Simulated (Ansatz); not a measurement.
# MnNi3 (Pm-3m): how the settings move a single-point run

How sensitive is a single-point run of MnNi3 (Pm-3m) to its settings? A reference run comes first, then one run with altered input.

Computed with Ansatz 0.2.0 (reference: DFT PBEsol, scalar-relativistic, plane waves, PAW, unless a step's input says otherwise).

## 1. The starting structure

Symmetry: Pm-3m, No. 221, cubic system. Conventional cell: a = 3.593 Å, b = 3.593 Å, c = 3.593 Å, α = 90.00°, β = 90.00°, γ = 90.00°. Mn (site symmetry m-3m) is surrounded by 12 Ni at 2.54 Å. Around Ni (site symmetry 4/mmm) lie 4 Mn at 2.54 Å and 8 Ni at 2.54 Å.

Structure file:

```
Mn Ni
1.0
     3.59300    0.00000    0.00000
     0.00000    3.59300    0.00000
     0.00000    0.00000    3.59300
Mn Ni
1 3
Direct
  0.00000 0.00000 0.00000
  0.00000 0.50000 0.50000
  0.50000 0.00000 0.50000
  0.50000 0.50000 0.00000
```

## 2. Baseline

input.yaml

```yaml
crystal:
  lattice:
    - [3.5930008041, 0.0, 0.0]
    - [0.0, 3.5930008041, 0.0]
    - [0.0, 0.0, 3.5930008041]
  atoms:
    - { symbol: Mn, position: [0.0, 0.0, 0.0], spin: 3.5 }
    - { symbol: Ni, position: [0.0, 0.5, 0.5], spin: 0.8 }
    - { symbol: Ni, position: [0.5, 0.0, 0.5], spin: 0.8 }
    - { symbol: Ni, position: [0.5, 0.5, 0.0], spin: 0.8 }
basis:
  ecutwfc: 420
  ecutrho_ratio: 4
kpoints:
  mp_grid: { grid: [10, 10, 10] }
hamiltonian:
  xc: pbesol
scf:
  occupations: { method: gaussian, width: 0.05 }
output:
  forces: true
  stress: true
  eigenvalues: true
  populations: true
magnetization:
  spin_polarized: true
```

The run is started by

```console
> ansatz run input.yaml --threads 4 --pin off --max-ram 9216MiB --backend cpu --events-out ev --progress --plain --runs-dir out
```

## 3. Variant: occupations.width 0.025

Edit input.yaml of step 2 so:

```diff
@@ -18,3 +18,3 @@
 scf:
-  occupations: { method: gaussian, width: 0.05 }
+  occupations: { method: gaussian, width: 0.025 }
 output:
@@ -22,4 +22,2 @@
   stress: true
-  eigenvalues: true
-  populations: true
 magnetization:
```

**Question.** What will these runs give? Wanted: for each run, ending; energy change; pressure; gap; abs. moment; force.

**Answer**, as computed:

| run | ending | energy change | pressure (GPa) | gap (eV) | abs. moment (μB) | force (eV/Å) | cycles | time |
| --- | --- | --- | --- | --- | --- | --- | --- | --- |
| reference | converged | 0 | -12.7 | 0.00 | 5.32 | 0.00 | 13 | 14 s |
| 1: occupations.width 0.025 | converged | 0.0 meV/atom (σ→0) | -12.8 | 0.00 | 5.30 | 0.00 | 13 | 12 s |

Residual by cycle in the longest SCF loop of each run; runs are numbered as in the table. The quantity is the density residual dr2, in eV.

```csv
cycle,reference,run 1
1,3.51,3.51
2,0.323,0.315
3,0.123,0.124
4,0.377,0.396
5,0.122,0.114
6,0.00204,0.00176
8,7.8e-4,6.2e-4
9,2.4e-5,8.6e-6
10,5.2e-7,1.9e-6
11,3.2e-7,1.1e-7
12,3.1e-8,8.2e-8
13,2.8e-8,6.9e-8
```

What this shows: Changing the smearing leaves the energy as it was (0.0 meV/atom). The structure is not at rest: the sound run finds -13 GPa, so these are no properties of the relaxed crystal. 
